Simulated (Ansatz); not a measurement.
# V4Si: the cost of one run

Program: Ansatz 0.2.0. Level of theory: DFT PBE, scalar-relativistic, plane waves, PAW. These are calculated values, not measurements.

1 further run of the same task is left out (it didn't finish).

### 1 Starting point

Symmetry: P6/mmm, No. 191, hexagonal system. Conventional cell: a = 4.147 Å, b = 4.147 Å, c = 4.638 Å, α = 90.00°, β = 90.00°, γ = 120.00°. V (site symmetry mmm) has 4 V at 2.07 Å and 2 Si at 2.07 Å in its first shell of neighbours. Around V (site symmetry 6/mmm) lie 2 Si at 2.32 Å. Si (site symmetry 6/mmm) is surrounded by 8 V at 2.07 to 2.32 Å.

As a file:

```cif
data_structure
_symmetry_space_group_name_H-M 'P6/mmm'
_symmetry_Int_Tables_number 191
_cell_length_a 4.1470
_cell_length_b 4.1470
_cell_length_c 4.6379
_cell_angle_alpha 90.000
_cell_angle_beta 90.000
_cell_angle_gamma 120.000
_cell_volume 69.07
loop_
_atom_site_label
_atom_site_type_symbol
_atom_site_symmetry_multiplicity
_atom_site_Wyckoff_symbol
_atom_site_fract_x
_atom_site_fract_y
_atom_site_fract_z
_atom_site_occupancy
V1 V 3 f 0.50000 0.00000 0.00000 1
V2 V 1 b 0.00000 0.00000 0.50000 1
Si1 Si 1 a 0.00000 0.00000 0.00000 1
```

Recipe of the guess: random cell by space group and Wyckoff sites (P6/mmm, No. 191). Lengths come from tabulated atomic sizes and are only a guess.

### 2 A first look at the guess

Contents of input.yaml:

```yaml
crystal:
  lattice:
    - [4.1469669, 0.0, 0.0]
    - [-2.07348345, 3.59137868, 0.0]
    - [0.0, 0.0, 4.6379489]
  atoms:
    - { symbol: V, position: [0.5, 0.0, 0.0], spin: 2.0 }
    - { symbol: V, position: [0.0, 0.5, 0.0], spin: 2.0 }
    - { symbol: V, position: [0.5, 0.5, 0.0], spin: 2.0 }
    - { symbol: V, position: [0.0, 0.0, 0.5], spin: 2.0 }
    - { symbol: Si, position: [0.0, 0.0, 0.0] }
basis:
  ecutwfc: 420
kpoints:
  mp_grid: { grid: [6, 6, 4] }
hamiltonian:
  xc: pbe
scf:
  occupations: { method: gaussian, width: 0.1 }
  lower_state_search: "off"
output:
  forces: true
  stress: true
  eigenvalues: true
  populations: true
magnetization:
  spin_polarized: true
```

Started as:

```console
ansatz run input.yaml --threads 1 --pin off --max-ram 2560MiB --backend cpu --events-out ev --progress --plain --runs-dir out
```

**Question.** How long does this run take on 1 thread of AMD EPYC 7B13 (Zen 3), shared host, and how much memory does it need?

About 11 s, with a peak of 0.46 GiB.
